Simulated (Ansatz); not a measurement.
**GaAs (F-43m): band-curvature effective masses by finite differences from a Python script**

The task is band-curvature effective masses by finite differences, for GaAs (F-43m).

Computed with Ansatz 0.2.0 through its Python package. Level of theory: DFT PBE, plane waves, PAW.

### 1 The system

Symmetry: F-43m, No. 216, cubic system. The conventional cell has a = 5.654 Å, b = 5.654 Å, c = 5.654 Å, α = 90.00°, β = 90.00°, γ = 90.00°. Ga (site symmetry -43m) is surrounded by 4 As at 2.45 Å. As (site symmetry -43m) has 4 Ga at 2.45 Å as nearest neighbours.

Input file gaas.xyz:

```xyz
2
Lattice="0.0 2.82685 2.82685 2.82685 0.0 2.82685 2.82685 2.82685 0.0" Properties=species:S:1:pos:R:3 pbc="T T T"
Ga    0.00000000    0.00000000    0.00000000
As    1.41342500    1.41342500    1.41342500
```

### 2 Script

gaas.py reads:

```python
import warnings

import ansatz as az
import numpy as np

MESH = (8, 8, 8)
FILLING = "fixed"

warnings.simplefilter("ignore", az.DeckWarning)

cell = az.Crystal.from_extxyz("gaas.xyz")

calc = cell.calculation().kpoints(*MESH).occupations(FILLING)
result = calc.band_table().run(threads=1)
report = result.report
levels = np.array(report["eigenvalues_ev"])
filled = round(report["n_electrons"] / 2)
edges = {"top filled band": (filled - 1, levels[:, filled - 1].argmax()), "lowest empty band": (filled, levels[:, filled].argmin())}
gap = levels[:, filled].min() - levels[:, filled - 1].max()
print(f"gap on the mesh {gap:.3f} eV")
if gap <= 0.05:
    print("no gap: band-edge masses have no meaning here")
    edges = {}
reciprocal = 2 * np.pi * np.linalg.inv(result.lattice.cell_ang).T
step = 0.008  # 1/A

pairs = [(0, 1), (0, 2), (1, 2)]
moves = [sign * axis for axis in np.eye(3) for sign in (-1, 1)]
moves += [s1 * np.eye(3)[i] + s2 * np.eye(3)[j] for i, j in pairs for s1 in (1, -1) for s2 in (1, -1)]
for name, (band, index) in edges.items():
    together = int(np.sum(np.abs(levels[index] - levels[index, band]) < 2e-3))
    print(name, "at k =", np.round(report["kpoints_frac"][index], 4), f"E = {levels[index, band]:.4f} eV, degeneracy {together}")
    centre = np.array(report["kpoints_frac"][index]) @ reciprocal
    points = [centre] + [centre + step * move for move in moves]
    table = calc.band_structure(points, intervals=1, cartesian=True).run(threads=1).band_structure().channels[0].eigenvalues_ev
    if together > 1:
        level = np.flatnonzero(np.abs(levels[index] - levels[index, band]) < 2e-3)
        along = (table[1, level] + table[2, level] - 2 * table[0, level]) / step ** 2
        print("  degenerate level, no single mass tensor; masses of its branches along x:", np.round(7.61996 / along, 3), "m_e")
        continue
    e = table[:, band]
    hessian = np.diag((e[1:7:2] + e[2:7:2] - 2 * e[0]) / step ** 2)
    for (i, j), (pp, pm, mp, mm) in zip(pairs, e[7:].reshape(3, 4)):
        hessian[i, j] = hessian[j, i] = (pp - pm - mp + mm) / (4 * step ** 2)
    curvatures, axes = np.linalg.eigh(hessian)
    slope = (e[2:7:2] - e[1:7:2]) / (2 * step)
    print("  slope (eV A):", np.round(slope, 3) + 0.0, "" if np.abs(slope).max() < 0.05 else "- no extremum here, so these are local curvatures and no band-edge masses")
    for curvature, axis in zip(curvatures, axes.T):
        print(f"  principal mass {7.61996 / curvature:8.3f} m_e along", np.round(axis, 2) + 0.0)
```

### 3 What the engine is handed

The package turns the script's settings into the engine's input (first run):

```yaml
crystal:
  lattice:
    - [0.0, 2.82685, 2.82685]
    - [2.82685, 0.0, 2.82685]
    - [2.82685, 2.82685, 0.0]
  atoms:
    - { symbol: Ga, position: [0.0, 0.0, 0.0] }
    - { symbol: As, position: [0.25, 0.25, 0.25] }
kpoints:
  mp_grid:
    grid: [8, 8, 8]
scf:
  occupations:
    method: fixed
output:
  eigenvalues: true
```

### 4 The run

The run is started by

```console
$ python gaas.py
```

What it wrote:

```text
gap on the mesh 0.516 eV
top filled band at k = [0. 0. 0.] E = 8.1841 eV, degeneracy 3
  degenerate level, no single mass tensor; masses of its branches along x: [-0.03  -0.345 -0.345] m_e
lowest empty band at k = [0. 0. 0.] E = 8.6996 eV, degeneracy 1
  slope (eV A): [0. 0. 0.]
  principal mass    0.030 m_e along [ 0.99 -0.06 -0.1 ]
  principal mass    0.030 m_e along [ 0.06 -0.44  0.89]
  principal mass    0.030 m_e along [-0.09 -0.89 -0.44]
```

It took 9.8 s on 1 thread of Arm Neoverse V1, shared host; peak memory 0.39 GiB.

### 5 Inputs of later runs

The engine's inputs for the other runs:

Run 2, against run 1:

```diff
@@ -11,0 +12,22 @@
+  band_path:
+    path:
+      - [0.0, 0.0, 0.0]
+      - [0.0, -0.003599257207034595, -0.003599257207034595]
+      - [0.0, 0.003599257207034595, 0.003599257207034595]
+      - [-0.003599257207034595, 0.0, -0.003599257207034595]
+      - [0.003599257207034595, 0.0, 0.003599257207034595]
+      - [-0.003599257207034595, -0.003599257207034595, 0.0]
+      - [0.003599257207034595, 0.003599257207034595, 0.0]
+      - [0.003599257207034595, 0.003599257207034595, 0.00719851441406919]
+      - [-0.003599257207034595, 0.003599257207034595, 0.0]
+      - [0.003599257207034595, -0.003599257207034595, 0.0]
+      - [-0.003599257207034595, -0.003599257207034595, -0.00719851441406919]
+      - [0.003599257207034595, 0.00719851441406919, 0.003599257207034595]
+      - [-0.003599257207034595, 0.0, 0.003599257207034595]
+      - [0.003599257207034595, 0.0, -0.003599257207034595]
+      - [-0.003599257207034595, -0.00719851441406919, -0.003599257207034595]
+      - [0.00719851441406919, 0.003599257207034595, 0.003599257207034595]
+      - [0.0, -0.003599257207034595, 0.003599257207034595]
+      - [0.0, 0.003599257207034595, -0.003599257207034595]
+      - [-0.00719851441406919, -0.003599257207034595, -0.003599257207034595]
+    npoints: 1
@@ -15,2 +36,0 @@
-output:
-  eigenvalues: true
```

Run 3, against run 1:

```diff
@@ -11,0 +12,22 @@
+  band_path:
+    path:
+      - [0.0, 0.0, 0.0]
+      - [0.0, -0.003599257207034595, -0.003599257207034595]
+      - [0.0, 0.003599257207034595, 0.003599257207034595]
+      - [-0.003599257207034595, 0.0, -0.003599257207034595]
+      - [0.003599257207034595, 0.0, 0.003599257207034595]
+      - [-0.003599257207034595, -0.003599257207034595, 0.0]
+      - [0.003599257207034595, 0.003599257207034595, 0.0]
+      - [0.003599257207034595, 0.003599257207034595, 0.00719851441406919]
+      - [-0.003599257207034595, 0.003599257207034595, 0.0]
+      - [0.003599257207034595, -0.003599257207034595, 0.0]
+      - [-0.003599257207034595, -0.003599257207034595, -0.00719851441406919]
+      - [0.003599257207034595, 0.00719851441406919, 0.003599257207034595]
+      - [-0.003599257207034595, 0.0, 0.003599257207034595]
+      - [0.003599257207034595, 0.0, -0.003599257207034595]
+      - [-0.003599257207034595, -0.00719851441406919, -0.003599257207034595]
+      - [0.00719851441406919, 0.003599257207034595, 0.003599257207034595]
+      - [0.0, -0.003599257207034595, 0.003599257207034595]
+      - [0.0, 0.003599257207034595, -0.003599257207034595]
+      - [-0.00719851441406919, -0.003599257207034595, -0.003599257207034595]
+    npoints: 1
@@ -15,2 +36,0 @@
-output:
-  eigenvalues: true
```

### 6 The engine's runs

One row for each of the 3 runs:

| run | kind of run | energy from run 1 (meV/atom) | gap on the mesh (eV) | SCF cycles | CPU time (s) |
| --- | --- | --- | --- | --- | --- |
| 1 | single point | 0.00 | 0.52 | 6 | 2.4 |
| 2 | band path | 0.00 | 0.52 | 6 | 3.3 |
| 3 | band path | 0.00 | 0.52 | 6 | 3.4 |

### 7 Outcome

| quantity | value |
| --- | --- |
| runs compared | 3 |
| top filled band at k (as printed) | [0. 0. 0.] E = 8.1841 eV, degeneracy 3 |
| lowest empty band at k (as printed) | [0. 0. 0.] E = 8.6996 eV, degeneracy 1 |
| slope (eV A) (as printed) | [0. 0. 0.] |

**Reading.** All 3 runs converged. The computed bands are complete only to about 3.7 eV above the Fermi level. No functional is typed, so the default, PBE, holds. Gaps and levels are Kohn-Sham values on a finite set of k-points, without spin-orbit coupling. The masses are finite-difference curvatures at extrema found on a coarse mesh, which needn't be the true band edges; a step that is long against the gap makes them too heavy. Negative values are curvatures of valence bands (the hole mass is their size). Spin-orbit coupling is left out, and light masses scale with the Kohn-Sham gap.
